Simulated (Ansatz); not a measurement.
Crystal: LiB2C2.

```
CELL_PARAMETERS angstrom
2.71464 0.00000 0.00000
-1.35732 2.35095 0.00000
0.00000 0.00000 7.11805
ATOMIC_POSITIONS crystal
C 0.66667 0.33333 0.74178
C 0.33333 0.66667 0.25822
B 0.66667 0.33333 0.25019
B 0.33333 0.66667 0.74981
Li 0.00000 0.00000 0.50000
```

The cell comes from a database or a generator and needn't be the stable form of this composition.

| Quantity | Value |
| --- | --- |
| Program | Ansatz 0.2.0 |
| Task | single point |
| Functional | PBE |
| Potentials or basis | Ansatz PAW |
| Cutoff | 420 eV (not typed: the program's choice for these potentials) |
| k mesh | 11 × 11 × 4 |
| Occupations | fermi-dirac, width 0.05 eV |
| Spin | no spin polarisation |

On this cell: pressure -0.4 GPa; largest force 0.008 eV/Å; band gap on the k mesh none (metal or under the smearing width).

The same run follows on a disturbed copy (atoms moved at random, drawn with an rms of 0.05 Å):

```
C B Li
1.0
     2.71464    0.00000    0.00000
    -1.35732    2.35095    0.00000
     0.00000    0.00000    7.11805
C B Li
2 2 1
Cartesian
  1.3557 0.7486 5.3328
  0.0171 1.5560 1.9104
  1.3830 0.8143 1.8134
  -0.0154 1.5146 5.2689
  -0.0475 -0.0168 3.5713
```

Problem. What does the disturbed cell give?

Solution. The energy (extrapolated to zero smearing) moves by +21.7 meV/atom; pressure 0.5 GPa; largest force 1.491 eV/Å; band gap on the k mesh none (metal or under the smearing width).

Forces on the atoms (eV/Å):
```
C   -0.108 -0.108 -1.316
C    0.053  0.343 -0.433
B   -0.158 -0.377  0.360
B    0.052  0.153  1.482
Li   0.161 -0.011 -0.094
```

Stress tensor (GPa, compression positive):
```
 2.37  1.09  0.29
 1.09 -2.18  0.54
 0.29  0.54  1.19
```
